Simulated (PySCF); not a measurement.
# [Pm4S4]4+: other functionals and bases at one geometry

One table from this session's results is given with a row withheld; the runs are named, their logs left out.

The runs use PySCF 2.14.0; several levels, as the steps say, no spin–orbit coupling.

3 further runs of the same task are left out: 2 for a known fault of the program, 1 that didn't finish.

**The system as given**

8 atoms, charge 4, spin multiplicity 1.

Bond lengths: Pm1–S5 2.741 Å, Pm1–S6 2.741 Å, Pm1–S7 2.741 Å, Pm2–S5 2.741 Å, Pm2–S6 2.741 Å, Pm2–S8 2.741 Å, Pm3–S5 2.741 Å, Pm3–S7 2.741 Å, Pm3–S8 2.741 Å, Pm4–S6 2.741 Å, Pm4–S7 2.741 Å, Pm4–S8 2.741 Å. Angles: S5–Pm1–S6 83.3°, S5–Pm1–S7 83.3°, S6–Pm1–S7 83.3°, S5–Pm2–S6 83.3°, S5–Pm2–S8 83.3°, S6–Pm2–S8 83.3°, S5–Pm3–S7 83.3°, S5–Pm3–S8 83.3°, S7–Pm3–S8 83.3°, S6–Pm4–S7 83.3°, S6–Pm4–S8 83.3°, S7–Pm4–S8 83.3°, Pm1–S5–Pm2 96.3°, Pm1–S5–Pm3 96.3°, Pm2–S5–Pm3 96.3°, Pm1–S6–Pm2 96.3°, Pm1–S6–Pm4 96.3°, Pm2–S6–Pm4 96.3° and more.

As a file:

```
Pm    1.4437    1.4437    1.4437
Pm    1.4437   -1.4437   -1.4437
Pm   -1.4437    1.4437   -1.4437
Pm   -1.4437   -1.4437    1.4437
S     1.2885    1.2885   -1.2885
S     1.2885   -1.2885    1.2885
S    -1.2885    1.2885    1.2885
S    -1.2885   -1.2885   -1.2885
```

Each metal's 4 4f electrons lie in its core potential, so multiplicities, spins and levels count the valence alone. An earlier session relaxed this geometry at B3LYP, Pm lcecp-1-SVP with ECP50, S def2-SVP (singlet, point group Td).

At B3LYP on the finer grid: E = -1727.841734 Eh, HOMO -21.27 eV, LUMO -16.88 eV, Mulliken charge on Pm1 +1.51 e, largest force component 0.004 eV/Å. 

Levels to run: PBE; CAM-B3LYP; TPSSh; BLYP; B3LYP, TZVP. Hardware: 4 threads of Arm Neoverse V2, shared host.

The first run:

Input file run.py (the lines that set the calculation):

```python
mol = gto.M(atom='''
Pm     1.44367     1.44367     1.44367
Pm     1.44367    -1.44367    -1.44367
Pm    -1.44367     1.44367    -1.44367
Pm    -1.44367    -1.44367     1.44367
S      1.28851     1.28851    -1.28851
S      1.28851    -1.28851     1.28851
S     -1.28851     1.28851     1.28851
S     -1.28851    -1.28851    -1.28851''',
    basis={'Pm': 'lcecp-1-SVP', 'S': 'def2-SVP'},
    ecp={'Pm': 'lcecp-1-SVP'},
    charge=4, spin=0)
mf = dft.RKS(mol, xc='PBE')
mf.grids.atom_grid = (75, 302)  # f atoms: unpruned, at least (60, 302)
mf = mf.density_fit()  # fitting sets: Pm AutoAux, S def2-universal-JKFIT
mf.conv_tol = 1e-08; mf.max_cycle = 55
mf.kernel(dm0)  # dm0: the density of the relaxed state
```

On the command line:

```sh
$ OMP_NUM_THREADS=4 python run.py
```

Among the steps run: PBE; CAM-B3LYP; TPSSh; BLYP; B3LYP, TZVP.

One of the session's tables, all rows but one given; the rest of the session is left out.

```
               level  HOMO (eV)  gap (eV)  charge on Pm1 (e)  largest force component (eV/Å)
B3LYP (relaxed here)     -21.27      4.39               1.51                            0.00
                 PBE          ?         ?                  ?                               ?
           CAM-B3LYP     -22.54      6.93               1.54                            0.13
               TPSSh     -20.96      3.92               1.55                            0.11
                BLYP     -20.38      3.01               1.43                            0.13
         B3LYP, TZVP     -21.12      4.35               1.68                            0.17
```

Q: Estimate the row for PBE from the others.

**Answer.** HOMO (eV): -20.63; gap (eV): 3.06; charge on Pm1 (e): 1.44; largest force component (eV/Å): 0.12. In the column «HOMO (eV)» it lies between TPSSh (-20.96) and BLYP (-20.38).

In one basis the HOMO–LUMO gap runs from 3.01 eV (BLYP) to 6.93 eV (CAM-B3LYP). The largest leftover force, 0.17 eV/Å with B3LYP, TZVP, stands at a geometry relaxed at another level. With 4f in the core, its levels are missing from HOMO and gap, and its count is fixed, so no charge can pass from the ligands into it. Total energies of different levels can't be compared.
